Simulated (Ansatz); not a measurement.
# Cd3Pt: the cost of one run

Method: DFT PBEsol, scalar-relativistic, plane waves, PAW, in Ansatz 0.2.0.

**1. The starting structure**

Symmetry: I4/mmm, No. 139, tetragonal system. Conventional cell: a = 4.152 Å, b = 4.152 Å, c = 8.631 Å, α = 90.00°, β = 90.00°, γ = 90.00°. Around Cd (site symmetry -4m2) lie 8 Cd at 2.94 to 2.99 Å and 4 Pt at 2.99 Å. Cd (site symmetry 4/mmm) is surrounded by 4 Pt at 2.94 Å and 8 Cd at 2.99 Å. Around Pt (site symmetry 4/mmm) lie 12 Cd at 2.94 to 2.99 Å.

Structure file:

```xyz
4
Lattice="-2.0760 2.0760 4.3157 2.0760 -2.0760 4.3157 2.0760 2.0760 -4.3157" Properties=species:S:1:pos:R:3 pbc="T T T"
Cd    0.0000    2.0760    2.1578
Cd    2.0760    0.0000    2.1578
Cd    0.0000    0.0000    4.3157
Pt    0.0000    0.0000    0.0000
```

The structure comes from the Materials Project (structure only).

**2. A distortion that keeps the symmetry**

What differs from the listed cell: strain xx, yy, zz, yz, xz, xy = +5.1, +5.1, +3.6, +0.0, +0.0, +0.0 %.

File input.yaml:

```yaml
crystal:
  lattice:
    - [-2.1824804475, 2.1824804475, 4.4722950738]
    - [2.1824804475, -2.1824804475, 4.4722950738]
    - [2.1824804475, 2.1824804475, -4.4722950738]
  atoms:
    - { symbol: Cd, position: [0.75, 0.25, 0.5] }
    - { symbol: Cd, position: [0.25, 0.75, 0.5] }
    - { symbol: Cd, position: [0.5, 0.5, 0.0] }
    - { symbol: Pt, position: [0.0, 0.0, 0.0] }
basis:
  ecutwfc: 420
kpoints:
  mp_grid: { grid: [14, 14, 14] }
hamiltonian:
  xc: pbesol
scf:
  occupations: { method: gaussian, width: 0.1 }
output:
  forces: true
  stress: true
  eigenvalues: true
  populations: true
```

The run is started by

```sh
> ansatz run input.yaml --threads 1 --pin off --max-ram 1331MiB --backend cpu --events-out ev --progress --plain --runs-dir out
```

Q: Estimate wall time and peak memory on 1 thread of an x86-64 CPU, shared host.

About 1.7 min, with a peak of 0.84 GiB.
